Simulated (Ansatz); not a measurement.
Cd3Se:

```
CELL_PARAMETERS angstrom
-2.04095 2.04095 6.08708
2.04095 -2.04095 6.08708
2.04095 2.04095 -6.08708
ATOMIC_POSITIONS crystal
Cd 0.50000 0.50000 0.00000
Cd 0.25000 0.75000 0.50000
Cd 0.75000 0.25000 0.50000
Se 0.00000 0.00000 0.00000
```

The cell comes from a database or a generator and needn't be the stable form of this composition.

```yaml
Program: Ansatz 0.2.0
Task: single point
Functional: PBEsol
Potentials_or_basis: Ansatz PAW
Cutoff: "420 eV (not typed: the program's choice for these potentials)"
k_mesh: 9 × 9 × 9
Occupations: fermi-dirac, width 0.05 eV
Spin: no spin polarisation
```

On this cell: pressure -3.7 GPa; largest force under 0.003 eV/Å; band gap on the k mesh none (metal or under the smearing width).

The same run follows on a disturbed copy (atoms moved at random, drawn with an rms of 0.05 Å):

```xyz
4
Lattice="-2.0410 2.0410 6.0871 2.0410 -2.0410 6.0871 2.0410 2.0410 -6.0871" Properties=species:S:1:pos:R:3 pbc="T T T"
Cd    0.0705    0.0134    6.0730
Cd    2.0410    0.0093    3.0861
Cd   -0.0166    2.0243    3.0658
Se    0.0394    0.0466    0.0112
```

Task: What does the disturbed cell give?

Result: The energy (extrapolated to zero smearing) moves by +0.5 meV/atom; pressure -3.7 GPa; largest force 0.108 eV/Å; band gap on the k mesh none (metal or under the smearing width).

Forces in eV/Å, atoms in the order of the input:
```
Cd  -0.039  0.035  0.005
Cd  -0.059 -0.091 -0.006
Cd   0.042  0.068 -0.019
Se   0.056 -0.013  0.020
```

Stress tensor (GPa, compression positive):
```
-4.49 -0.01  0.00
-0.01 -4.54  0.00
 0.00  0.00 -2.04
```

Caveats: the PAW data sets come from PBE, with cores solved anew for the run's functional, which leaves a small shift of forces and pressure.
